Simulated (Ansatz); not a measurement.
# BiTe: the cost of one run

Computed with Ansatz 0.2.0 (DFT, PBE, plane-wave PAW, default files, scalar-relativistic, frozen cores, unless a step's input says otherwise).

## 1. Starting point

The structure is cubic, space group Fm-3m (No. 225). The conventional cell has a = 6.470 Å, b = 6.470 Å, c = 6.470 Å, α = 90.00°, β = 90.00°, γ = 90.00°. Bi (site symmetry m-3m) has 6 Te at 3.23 Å as nearest neighbours. Te (site symmetry m-3m) is surrounded by 6 Bi at 3.23 Å.

Coordinates:

```
CELL_PARAMETERS angstrom
0.00000 3.23500 3.23500
3.23500 0.00000 3.23500
3.23500 3.23500 0.00000
ATOMIC_POSITIONS crystal
Bi 0.00000 0.00000 0.00000
Te 0.50000 0.50000 0.50000
```

The earlier run gave: no gap over 0.1 eV on the mesh, largest force 0.000 eV/Å, pressure 0.7 GPa.

The printed gradients, by site:

| site | atoms | first shell | V_zz (10²¹ V/m²) | η | C_Q (MHz) |
| --- | --- | --- | --- | --- | --- |
| Bi | 1 | 6 Te at 3.23 Å | 0.00 | – | 0 (²⁰⁹Bi) |
| Te | 2 | 6 Bi at 3.23 Å | 0.00 | – | – |

C_Q = eQV_zz/h, which is 24.18 MHz for Q = 1 b and V_zz = 10²¹ V/m²; η = (V_xx − V_yy)/V_zz. Q values from Pyykkö, Mol. Phys. 116, 1328 (2018). A dash under C_Q marks elements without a common quadrupolar isotope.

## 2. Z stretched by -1 %, ions relaxed

Input file input.yaml:

```yaml
crystal:
  lattice:
    - [0.0, 3.235, 3.20265]
    - [3.235, 0.0, 3.20265]
    - [3.235, 3.235, 0.0]
  atoms:
    - { symbol: Bi, position: [0.0, 0.0, 0.0] }
    - { symbol: Te, position: [0.5, 0.5, 0.5] }
kpoints:
  mp_grid: { grid: [13, 13, 13] }
scf:
  occupations: { method: fermi_dirac, width: 0.05 }
hamiltonian:
  xc: pbe
  pseudopotentials: { kind: paw, frozen_core: stored }
output:
  forces: true
  stress: true
  populations: true
  efg: { quadrupole_moments_barn: { Bi: -0.516 } }
relax:
  f_tol: 0.02
  max_steps: 60
```

The run is started by

```
$ ansatz run input.yaml --threads 1 --pin off --max-ram 3072MiB --backend cpu --events-out ev --progress --plain --runs-dir out
```

Q: Estimate wall time and peak memory on 1 thread of Intel Xeon at 2.50GHz (Skylake/Cascade Lake), shared host.

About 47 s, with a peak of 0.57 GiB.
